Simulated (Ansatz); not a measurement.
Write a Python script for the Python package of Ansatz (0.2.0) that makes a short molecular-dynamics run of C2H4Se, SMILES C1C[Se]1. Use (for the species named): B3LYP, def2-SVP basis, multiplicity 1.

```xyz
7

C    -0.5650   -0.1109   -0.4099
C     0.6115    0.2040    0.3305
Se   -0.2098   -1.5277    0.8110
H    -0.3751   -0.3071   -1.4941
H    -1.4840    0.5398   -0.1300
H     0.5100    1.0062    1.1098
H     1.5737    0.1276   -0.2631
```

`md.py`:
```python
import ansatz as az
import numpy as np

GEOMETRY = """
C    -0.56500   -0.11090   -0.40990
C     0.61150    0.20400    0.33050
Se   -0.20980   -1.52770    0.81100
H    -0.37510   -0.30710   -1.49410
H    -1.48400    0.53980   -0.13000
H     0.51000    1.00620    1.10980
H     1.57370    0.12760   -0.26310
"""

molecule = az.Crystal.molecule()
for line in GEOMETRY.strip().splitlines():
    symbol, *xyz = line.split()
    molecule = molecule.atom(symbol, [float(v) for v in xyz])

base = molecule.calculation().basis(gaussian="def2-SVP").functional("b3lyp")
symbols = [site.symbol for site in molecule.cartesian_sites]
start = np.array([site.position_ang for site in molecule.cartesian_sites], dtype=float)
report = base.relax(force_tolerance=0.02).run(threads=1, pin="off").report
end = np.array(report["positions_ang"])
minimum = az.Crystal.molecule()
for symbol, place in zip(symbols, end):
    minimum = minimum.atom(symbol, place.tolist())

base = minimum.calculation()
base = base.basis(gaussian="def2-SVP")
base = base.functional("b3lyp")
base = base.md("nvt_langevin", timestep=0.5, steps=20, temperature=200, initial_velocities="maxwell_boltzmann", seed=41, friction=0.01)
frames = []
result = base.session().plan().execute(on_event=lambda e: frames.append(e["data"]) if e["event"] == "md_step" else None)
print("t (fs)   E_pot (eV)      E_kin (eV)   T (K)   d(0-1) (A)")
for f in frames[::2]:
    xyz = np.array(f["positions_ang"])
    print(f"{f['time_fs']:6.2f} {f['lagrangian_ev']:14.5f} {f['e_kin_ev']:10.5f} {f['temperature_k']:8.1f} {np.linalg.norm(xyz[0] - xyz[1]):9.4f}")
print("mean temperature", round(float(np.mean([f["temperature_k"] for f in frames])), 1), "K")
symbols = [site.symbol for site in molecule.cartesian_sites]
with open("last_frame.xyz", "w") as handle:
    handle.write(f"{len(symbols)}\nt = {frames[-1]['time_fs']} fs\n")
    handle.writelines("{:2s} {:10.5f} {:10.5f} {:10.5f}\n".format(s, *xyz) for s, xyz in zip(symbols, frames[-1]["positions_ang"]))
```

```console
$ python md.py
t (fs)   E_pot (eV)      E_kin (eV)   T (K)   d(0-1) (A)
  0.00   -67479.58157    0.15511    171.4    1.4733
  1.00   -67479.57031    0.13069    144.4    1.4673
  2.00   -67479.54345    0.10668    117.9    1.4617
  3.00   -67479.51330    0.07393     81.7    1.4575
  4.00   -67479.49332    0.05542     61.3    1.4553
  5.00   -67479.48439    0.05069     56.0    1.4553
  6.00   -67479.48222    0.04701     52.0    1.4586
  7.00   -67479.48336    0.04153     45.9    1.4638
  8.00   -67479.49716    0.05687     62.9    1.4690
  9.00   -67479.52231    0.07909     87.4    1.4735
 10.00   -67479.54409    0.09857    108.9    1.4777
mean temperature 86.9 K
```

File `last_frame.xyz` afterwards:
```text
7
t = 10.0 fs
C    -0.59257   -0.06563   -0.46744
C     0.63494    0.21693    0.30528
Se   -0.17299   -1.52198    0.82380
H    -0.57703   -0.35418   -1.52215
H    -1.45025    0.58214   -0.24006
H     0.58093    0.97132    1.08415
H     1.62044    0.10666   -0.14196
```

What to keep in mind:
- Total energies depend on the basis set; only differences at equal settings carry meaning.
- The trajectory is only some femtoseconds long, so its temperature is not equilibrated; where the script doesn't relax first, it starts from a rough generated geometry.
- b3lyp holds the VWN-RPA fit, as in Gaussian; the form of ORCA and Turbomole is b3lyp5.
- The printed temperature counts all 3N degrees of freedom under Langevin dynamics, so the first row lies under the target.
- The whole script took 44 s on 1 thread of Intel(R) Xeon(R) 6975P-C (Granite Rapids), on a shared host, peak memory 0.24 GiB.
